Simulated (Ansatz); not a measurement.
# Si5F: the cost of one run

Program: Ansatz 0.2.0. Level of theory: DFT PBE, scalar-relativistic, plane waves, PAW. These are calculated values, not measurements.

### 1 The starting structure

Symmetry: F-43m, No. 216, cubic system. The conventional cell has a = 6.981 Å, b = 6.981 Å, c = 6.981 Å, α = 90.00°, β = 90.00°, γ = 90.00°. Around Si (site symmetry 3m) lie 6 Si at 2.47 Å. Around Si (site symmetry -43m) lie 12 Si at 2.89 Å and 4 F at 3.02 Å. F (site symmetry -43m) has 16 Si at 2.89 to 3.02 Å as nearest neighbours.

Structure file:

```xyz
6
Lattice="0.0000 3.4907 3.4907 3.4907 0.0000 3.4907 3.4907 3.4907 0.0000" Properties=species:S:1:pos:R:3 pbc="T T T"
Si    4.3633    2.6180    2.6180
Si    4.3633    4.3633    4.3633
Si    2.6180    4.3633    2.6180
Si    2.6180    2.6180    4.3633
Si    1.7453    1.7453    1.7453
F     0.0000    0.0000    0.0000
```

A structure generator made this guess: species swapped into a database cell of ErCu5 (F-43m, No. 216), with F on the Er sites and Si on the Cu sites. Its size is a rough estimate.

### 2 Probe: one point on a coarse mesh

File input.yaml:

```yaml
crystal:
  lattice:
    - [0.0, 3.4906717, 3.4906717]
    - [3.4906717, 0.0, 3.4906717]
    - [3.4906717, 3.4906717, 0.0]
  atoms:
    - { symbol: Si, position: [0.125, 0.625, 0.625] }
    - { symbol: Si, position: [0.625, 0.625, 0.625] }
    - { symbol: Si, position: [0.625, 0.125, 0.625] }
    - { symbol: Si, position: [0.625, 0.625, 0.125] }
    - { symbol: Si, position: [0.25, 0.25, 0.25] }
    - { symbol: F, position: [0.0, 0.0, 0.0] }
basis:
  ecutwfc: 420
kpoints:
  mp_grid: { grid: [4, 4, 4] }
hamiltonian:
  xc: pbe
scf:
  occupations: { method: gaussian, width: 0.1 }
  lower_state_search: "off"
output:
  forces: true
  stress: true
  eigenvalues: true
```

On the command line:

```
> ansatz run input.yaml --threads 1 --pin off --max-ram 2560MiB --backend cpu --events-out ev --progress --plain --runs-dir out
```

**Question.** How long does this run take on 1 thread of Intel Xeon Platinum 8488C (Sapphire Rapids), shared host, and how much memory does it need?

About 1.1 s, with a peak of 0.35 GiB.
